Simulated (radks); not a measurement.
# Valence configurations of Yb²⁺

One table from this session's results is given with a row withheld; the runs are named, their logs left out.

Method: scalar-relativistic Kohn-Sham, SCAN, spin-polarised, spherical densities, finite nucleus; open shells are filled with parallel spins first. Code: radks (a radial shooting solver on a logarithmic mesh, Libxc functionals) version 1.

2 further runs of the same task are left out: 2 that didn't finish.

## The system

```
element            : ytterbium (Z = 70)
charge             : +2
electrons          : 68
configuration      : [Xe] 4f14
nuclear rms radius : 5.3108 fm
others tried       : 4f13 5d1; 4f13.5 5d0.5; 4f13 6p1; 4f12 6p2; 4f12 5d2
```

The outer shells:

Yb²⁺
```
[Xe] core
4f [↑↓][↑↓][↑↓][↑↓][↑↓][↑↓][↑↓]
```

The first run:

Settings of this run:

```text
Z 70
configuration [Xe] 4f14
relativity scalar-relativistic
functional scan,scan
spin polarised
nucleus finite rms 5.3108 fm
c 137.035999084
```

Steps of the session up to this table: [Xe] 4f14.

One of the session's tables, all rows but one given; the rest of the session is left out.

It belongs to the step «[Xe] 4f14». Radial moments (bohr):

| level | <r> | outermost maximum (interpolated) | 90 % within | nodes |
| --- | --- | --- | --- | --- |
| 3p | 0.2161 | 0.196 | 0.323 | 1 |
| 3d | 0.1962 | 0.160 | 0.305 | 0 |
| 4s | 0.4878 | 0.455 | 0.700 | 3 |
| 4p | ? | ? | ? | ? |
| 4d | 0.5603 | 0.491 | 0.843 | 1 |
| 5s | 1.206 | 1.07 | 1.75 | 4 |
| 5p | 1.439 | 1.23 | 2.13 | 3 |
| 4f | 0.7775 | 0.484 | 1.36 | 0 |

**Question.** Estimate the row for 4p.

**Answer.** <r>: 0.5180; outermost maximum (interpolated): 0.476; 90 % within: 0.753; nodes: 2. In the column «<r>» it lies between 4s (0.4878) and 4d (0.5603).
